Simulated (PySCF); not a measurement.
# C2H8BiN (BiH2(NMe2)): the cost of one run

The runs use PySCF 2.14.0; levels as typed in each script, gas phase, geometry from GFN2-xTB.

## (1) Starting geometry

12 atoms, charge 0, spin multiplicity 1.

Bond lengths: Bi1–H2 1.789 Å, Bi1–H3 1.772 Å, Bi1–N4 2.172 Å, N4–C5 1.439 Å, N4–C6 1.442 Å, C5–H7 1.102 Å, C5–H8 1.087 Å, C5–H9 1.094 Å, C6–H10 1.090 Å, C6–H11 1.094 Å, C6–H12 1.103 Å. Angles: H2–Bi1–H3 87.7°, H2–Bi1–N4 93.7°, H3–Bi1–N4 91.7°, Bi1–N4–C5 114.7°, Bi1–N4–C6 113.2°, C5–N4–C6 112.0°, N4–C5–H7 112.9°, N4–C5–H8 108.8°, N4–C5–H9 109.5°, H7–C5–H8 108.4°, H7–C5–H9 108.3°, H8–C5–H9 108.9°, N4–C6–H10 109.6°, N4–C6–H11 109.2°, N4–C6–H12 113.4°, H10–C6–H11 108.2°, H10–C6–H12 108.6°, H11–C6–H12 107.7°.

Geometry (Å):

```xyz
12
C2H8BiN
Bi    0.60582   -0.02938    0.00294
H     0.45381    0.73191   -1.60877
H     0.79954    1.59880    0.67530
N    -1.53427    0.00388    0.37411
C    -2.20300    1.19950   -0.06705
C    -2.20770   -1.18969   -0.07594
H    -2.20755    1.30807   -1.16326
H    -1.69831    2.06131    0.36185
H    -3.23978    1.18663    0.28103
H    -1.69746   -2.06787    0.31944
H    -3.23349   -1.18969    0.30389
H    -2.25596   -1.27680   -1.17457
```

## (2) Density, bond paths and surface potential (PBE/def2-svpd)

input.py reads:

```python
import numpy as np
from pyscf import gto, scf, dft
from pyscf.scf import atom_ks, atom_hf
from scipy.linalg import block_diag

def solve(mol, dm0=None, hcore=None):
    mf = (dft.UKS if mol.spin else dft.RKS)(mol, xc='pbe')
    mf.grids.level = 3
    mf = mf.density_fit(auxbasis='def2-universal-jkfit')
    mf.conv_tol, mf.max_cycle = 1e-8, 80
    if hcore is not None:
        mf.get_hcore = lambda *args: hcore
    mf.kernel(dm0)
    if not mf.converged:
        mf = mf.newton().run(mf.mo_coeff, mf.mo_occ, max_cycle=30)
    assert mf.converged, 'SCF not converged'
    return mf

mol = gto.M(atom='''
Bi     0.60582    -0.02938     0.00294
H      0.45381     0.73191    -1.60877
H      0.79954     1.59880     0.67530
N     -1.53427     0.00388     0.37411
C     -2.20300     1.19950    -0.06705
C     -2.20770    -1.18969    -0.07594
H     -2.20755     1.30807    -1.16326
H     -1.69831     2.06131     0.36185
H     -3.23978     1.18663     0.28103
H     -1.69746    -2.06787     0.31944
H     -3.23349    -1.18969     0.30389
H     -2.25596    -1.27680    -1.17457
''', basis='def2-svpd', ecp={'Bi': 'def2-svpd'}, charge=0, spin=0, verbose=4)
mf = solve(mol)
mf.analyze()
# spherically averaged free atoms, for the promolecule
atom_ks.AtomSphAverageRKS.init_guess_by_vsap = lambda self, mol=None: self.init_guess_by_minao(mol)  # core potentials
atm = atom_ks.get_atm_nrks(mol, xc='pbe')
pro = block_diag(*[(atm[a[0]][2] * atm[a[0]][3]) @ atm[a[0]][2].T for a in mol._atom])
np.savez('result.npz', e=mf.e_tot, c=mf.mo_coeff, occ=mf.mo_occ, eps=mf.mo_energy, pro=pro, dip=mf.dip_moment(verbose=0), s2=mf.spin_square()[0])
```

Run with:

```
$ OMP_NUM_THREADS=1 python input.py
```

**Question.** How long does this run take on 1 thread of Intel Xeon Platinum 8488C (Sapphire Rapids), shared host, and how much memory does it need?

About 27 s, with a peak of 0.57 GiB.
